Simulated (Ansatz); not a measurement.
**W3N4: how settings move the results**

The task here is to estimate one member of a computed series from the others.

Computed with Ansatz 0.2.0 (DFT PBE, scalar-relativistic, plane waves, PAW, unless a step's input says otherwise).

1 further run of the same task is left out (set aside as unsound or not needed).

## The structure to begin with

The structure is cubic, space group Pm-3m (No. 221). The conventional cell has a = 4.122 Å, b = 4.122 Å, c = 4.122 Å, α = 90.00°, β = 90.00°, γ = 90.00°. Around W (site symmetry 4/mmm) lie 6 N at 2.06 Å. Around N (site symmetry m-3m) lie 6 W at 2.06 Å. Around N (site symmetry 4/mmm) lie 4 W at 2.06 Å.

Structure file:

```cif
data_structure
_symmetry_space_group_name_H-M 'P 1'
_symmetry_Int_Tables_number 1
_cell_length_a 4.1220
_cell_length_b 4.1220
_cell_length_c 4.1220
_cell_angle_alpha 90.000
_cell_angle_beta 90.000
_cell_angle_gamma 90.000
_cell_volume 70.04
loop_
_atom_site_label
_atom_site_type_symbol
_atom_site_fract_x
_atom_site_fract_y
_atom_site_fract_z
_atom_site_occupancy
W1 W 0.50000 0.50000 0.00000 1
W2 W 0.00000 0.50000 0.50000 1
W3 W 0.50000 0.00000 0.50000 1
N1 N 0.50000 0.50000 0.50000 1
N2 N 0.50000 0.00000 0.00000 1
N3 N 0.00000 0.50000 0.00000 1
N4 N 0.00000 0.00000 0.50000 1
```

The structure comes from the Crystallography Open Database; it is used as listed.

## The base input

Contents of input.yaml:

```yaml
crystal:
  lattice:
    - [4.122, 0.0, 0.0]
    - [0.0, 4.122, 0.0]
    - [0.0, 0.0, 4.122]
  atoms:
    - { symbol: W, position: [0.5, 0.5, 0.0] }
    - { symbol: W, position: [0.0, 0.5, 0.5] }
    - { symbol: W, position: [0.5, 0.0, 0.5] }
    - { symbol: "N", position: [0.5, 0.5, 0.5] }
    - { symbol: "N", position: [0.5, 0.0, 0.0] }
    - { symbol: "N", position: [0.0, 0.5, 0.0] }
    - { symbol: "N", position: [0.0, 0.0, 0.5] }
basis:
  ecutwfc: 420
kpoints:
  mp_grid: { grid: [10, 10, 10] }
hamiltonian:
  xc: pbe
scf:
  occupations: { method: gaussian, width: 0.1 }
output:
  forces: true
  stress: true
  eigenvalues: true
  populations: true
```

Its results, from an earlier run: -4670.0632 eV/atom at zero smearing, pressure 27.02 GPa, largest force 0.000 eV/Å, no gap on the mesh, in 6 SCF cycles and 9.9 s.

The first run:

Contents of input.yaml:

```yaml
crystal:
  lattice:
    - [4.122, 0.0, 0.0]
    - [0.0, 4.122, 0.0]
    - [0.0, 0.0, 4.122]
  atoms:
    - { symbol: W, position: [0.5, 0.5, 0.0] }
    - { symbol: W, position: [0.0, 0.5, 0.5] }
    - { symbol: W, position: [0.5, 0.0, 0.5] }
    - { symbol: "N", position: [0.5, 0.5, 0.5] }
    - { symbol: "N", position: [0.5, 0.0, 0.0] }
    - { symbol: "N", position: [0.0, 0.5, 0.0] }
    - { symbol: "N", position: [0.0, 0.0, 0.5] }
basis:
  ecutwfc: 200
kpoints:
  mp_grid: { grid: [10, 10, 10] }
hamiltonian:
  xc: pbe
scf:
  occupations: { method: gaussian, width: 0.1 }
output:
  forces: true
  stress: true
  eigenvalues: true
relax:
  adjacent_minimum: "off"
  f_tol: 0.01
  max_steps: 60
  cell: { stress_tol: 0.05 }
```

The run is started by

```
$ ansatz run input.yaml --threads 2 --pin off --max-ram 5120MiB --backend cpu --events-out ev --progress --plain --runs-dir out
```

Steps of the session up to this table: Relaxing with cutoff 200 eV; Relaxation, cutoff: 250 eV; Relaxing with cutoff 300 eV; Relaxing with cutoff 350 eV.

One of the session's tables, all rows but one given; the rest of the session is left out.

It belongs to the step «What the cutoff of a full relaxation changes». 

```
cutoff  a (Å)  volume (Å³/atom)
   200  4.225             10.78
   250      ?                 ?
   300  4.216             10.70
   350  4.215             10.70
   420  4.215             10.70
```

Q: Estimate the row for cutoff = 250 from the others.

Worked estimate for «a (Å)». A straight line through the neighbours (200, 4.225) and (300, 4.216) gives 4.225 + (4.216 − 4.225) × (250 − 200) / (300 − 200) = 4.220; a parabola fitted to 3 rows on both sides gives 4.219.

**Answer.** a (Å): 4.202; volume (Å³/atom): 10.60. In «a (Å)» the line misses by +0.018 and the parabola by +0.017. Between these rows the values bend or scatter more than so simple an estimate can follow.

To keep in mind: The settings are coarse, so take the values as rough. Warnings in the runs' records: cutoff below recommended.
